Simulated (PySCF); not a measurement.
# C₄H₃IO: NMR shieldings, part 2 of 2

PySCF 2.14.0. Atoms count from 0. The steps go on from the part before.

### 6 NMR shieldings: BHandHLYP/pcJ-1 I:dyall-v2z (BHandHLYP), spin–orbit

Job settings and geometry (Å):

```
{"job": {"kind": "hnmr", "xc": "BHandHLYP", "basis": {"default": "pcJ-1", "I": "dyall-v2z"}, "rel": "so"}, "charge": 0, "multiplicity": 1}
I      2.673572     0.239298    -0.104127
C      0.643373    -0.156421     0.022019
C     -0.415552     0.803023     0.096141
C     -1.558686     0.065702     0.164970
O     -1.278630    -1.252344     0.135950
C      0.058048    -1.388901     0.048756
H     -0.326719     1.886454     0.098695
H     -2.610131     0.332819     0.235019
H      0.452217    -2.400532     0.014853
```

Level: BHandHLYP/pcJ-1 I:dyall-v2z GIAO NMR shielding, X2C with spin-orbit coupling, screened-nuclear two-electron part, Gaussian nuclei, gas phase.

Log:

```text
spin-free SCF
coarse grid: 41344 points
cycle   1  E = -7345.0307760230  dE =  1.028e+00  |g| = 4.512e-01  |ddm| = 3.054e+00
cycle   2  E = -7345.0385082106  dE = -7.732e-03  |g| = 4.231e-01  |ddm| = 5.507e-01
cycle   3  E = -7345.0674522777  dE = -2.894e-02  |g| = 9.972e-02  |ddm| = 2.946e-01
cycle   4  E = -7345.0689835067  dE = -1.531e-03  |g| = 4.316e-02  |ddm| = 9.560e-02
cycle   5  E = -7345.0694195792  dE = -4.361e-04  |g| = 6.817e-03  |ddm| = 3.884e-02
cycle   6  E = -7345.0694319173  dE = -1.234e-05  |g| = 2.241e-03  |ddm| = 1.010e-02
cycle   7  E = -7345.0694328511  dE = -9.338e-07  |g| = 6.273e-04  |ddm| = 2.504e-03
final grid: 86200 points
cycle   8  E = -7345.0697332618  dE = -1.131e-06  |g| = 7.304e-04  |ddm| = 1.222e-03
cycle   9  E = -7345.0697332269  dE =  3.484e-08  |g| = 7.887e-04  |ddm| = 1.098e-03
cycle  10  E = -7345.0697333559  dE = -1.290e-07  |g| = 6.130e-05  |ddm| = 6.475e-04
cycle  11  E = -7345.0697333566  dE = -6.039e-10  |g| = 4.373e-05  |ddm| = 8.556e-05
converged SCF energy = -7345.0697333566
two-component SCF
cycle   1  E = -7344.1372962858  dE = -7.344e+03  |FDS-SDF| = 1.218e+02
cycle   2  E = -7346.3008059357  dE = -2.164e+00  |FDS-SDF| = 7.781e-01
cycle   3  E = -7346.3032981891  dE = -2.492e-03  |FDS-SDF| = 2.902e-02
cycle   4  E = -7346.3034988779  dE = -2.007e-04  |FDS-SDF| = 8.463e-03
cycle   5  E = -7346.3035585075  dE = -5.963e-05  |FDS-SDF| = 4.873e-03
cycle   6  E = -7346.3035841558  dE = -2.565e-05  |FDS-SDF| = 2.060e-03
cycle   7  E = -7346.3035913957  dE = -7.240e-06  |FDS-SDF| = 4.403e-04
cycle   8  E = -7346.3035915275  dE = -1.318e-07  |FDS-SDF| = 1.773e-04
cycle   9  E = -7346.3035915500  dE = -2.250e-08  |FDS-SDF| = 8.649e-05
converged, E = -7346.3035915500

Field gradients (au) and densities at the nuclei (bohr^-3)
atom        Vxx        Vyy        Vzz        centre      nuclear mean
  0 I     -6.6432    -6.6639    13.3070     245979.321     238160.184
  1 C      0.0197     0.2063    -0.2260        125.798        125.796
  2 C     -0.0337    -0.1404     0.1741        125.785        125.783
  3 C      0.0338     0.3024    -0.3362        125.811        125.809
  4 O     -0.7180    -0.7582     1.4762        310.816        310.806
  5 C      0.0079     0.3023    -0.3102        125.809        125.807
  6 H     -0.1397    -0.1657     0.3054          0.472          0.472
  7 H     -0.1318    -0.1684     0.3001          0.475          0.475
  8 H     -0.1312    -0.1694     0.3006          0.474          0.474
without picture change
  0 I                           14.4556                    537699.155

Core orbital energies (eV)
atom   shell        mean    spread
  0 I  1s       -33125.797   0.000
  0 I  2s        -5167.728   0.000
  0 I  3s        -1064.206   0.000
  0 I  4s         -195.492   0.000
  0 I  5s          -21.608   0.000
  0 I  2p1/2     -4842.640   0.000
  0 I  2p3/2     -4543.148   0.030
  0 I  3p1/2      -929.201   0.000
  0 I  3p3/2      -871.876   0.100
  0 I  4p1/2      -147.218   0.000
  0 I  4p3/2      -135.952   0.254
  0 I  3d3/2      -635.123   0.111
  0 I  3d5/2      -623.229   0.144
  0 I  4d3/2       -57.393   0.343
  0 I  4d5/2       -55.583   0.459

Shielding tensors (ppm)
atom      isotropic    diamagn.    paramagn.     s11        s22        s33       span
  0 I      5190.73     5087.07      103.65    4394.50    4827.97    6349.71    1955.21
  1 C       119.23      255.37     -136.14     -16.14     162.86     210.98     227.11
  2 C        58.78      252.55     -193.76     -33.24      69.01     140.59     173.83
  3 C        35.70      253.72     -218.03     -50.62      45.54     112.17     162.80
  4 O        25.84      395.73     -369.89    -127.96     -52.43     257.90     385.85
  5 C        30.96      252.23     -221.27     -57.04      53.53      96.39     153.43
  6 H        24.77       29.84       -5.07      21.02      24.60      28.68       7.66
  7 H        24.12       28.90       -4.78      21.07      24.78      26.52       5.45
  8 H        23.95       29.29       -5.34      19.45      24.13      28.26       8.81
```

Wall time 4.6 min (1 thread of Arm Neoverse V1, shared host); peak memory 1.6 GiB.

From this job:

```
                       quantity       value
energy from spin-orbit coupling  -1.2339 Eh
```

### 7 Shieldings side by side

```
                                                        run      I0    C3    C5    O4    C2     C1    H7     time
            step 3, PBE/pcJ-1 I:dyall-v2z (PBE), spin–orbit  4976.7  36.0  32.5   9.6  56.7  111.6  24.1  1.8 min
            step 4, KT2/pcJ-1 I:dyall-v2z (KT2), spin–orbit  5063.0  49.2  45.0  25.5  70.4  126.8  24.0     78 s
        step 5, B3LYP/pcJ-1 I:dyall-v2z (B3LYP), spin–orbit  5022.7  32.7  28.7  13.4  54.4  111.6  24.2  4.1 min
step 6, BHandHLYP/pcJ-1 I:dyall-v2z (BHandHLYP), spin–orbit  5190.7  35.7  31.0  25.8  58.8  119.2  24.1  4.6 min
```

### 8 Outcome

This closing draws on all 2 parts.

| quantity | value |
| --- | --- |
| point group | Cs |
| rotational constants (main isotopes) | 9.39, 0.95, 0.86 GHz |
| energy from spin-orbit coupling (step 3, PBE/pcJ-1 I:dyall-v2z (PBE), spin–orbit) | -1.2375 Eh |
| shieldings (step 3, PBE/pcJ-1 I:dyall-v2z (PBE), spin–orbit) | I0 4976.7, C1 111.6, C2 56.7, C3 36.0, O4 9.6, C5 32.5 ppm |
| surface potential, 1st and 99th percentile | -0.62 V and 1.33 V |
| energy from spin-orbit coupling (step 4, KT2/pcJ-1 I:dyall-v2z (KT2), spin–orbit) | -1.2383 Eh |
| shieldings (step 4, KT2/pcJ-1 I:dyall-v2z (KT2), spin–orbit) | I0 5063.0, C1 126.8, C2 70.4, C3 49.2, O4 25.5, C5 45.0 ppm |
| energy from spin-orbit coupling (step 5, B3LYP/pcJ-1 I:dyall-v2z (B3LYP), spin–orbit) | -1.2368 Eh |
| shieldings (step 5, B3LYP/pcJ-1 I:dyall-v2z (B3LYP), spin–orbit) | I0 5022.7, C1 111.6, C2 54.4, C3 32.7, O4 13.4, C5 28.7 ppm |
| energy from spin-orbit coupling (step 6, BHandHLYP/pcJ-1 I:dyall-v2z (BHandHLYP), spin–orbit) | -1.2339 Eh |
| shieldings (step 6, BHandHLYP/pcJ-1 I:dyall-v2z (BHandHLYP), spin–orbit) | I0 5190.7, C1 119.2, C2 58.8, C3 35.7, O4 25.8, C5 31.0 ppm |

**Reading.** The optimisation took 6 steps and gained 0.126 eV; among the close pairs (by a distance rule), C2–C3 changed most, from 1.312 to 1.362 Å. In step 3, I0 has the widest tensor, 2168 ppm. By nearest atom (PBE/dyall-v2z+pcJ-1), the HOMO sits on I0 39 %; C5 25 % and the LUMO on I0 59 %; C1 30 %. I0 moves most between the runs, by 214 ppm; the labels say what changes from run to run.
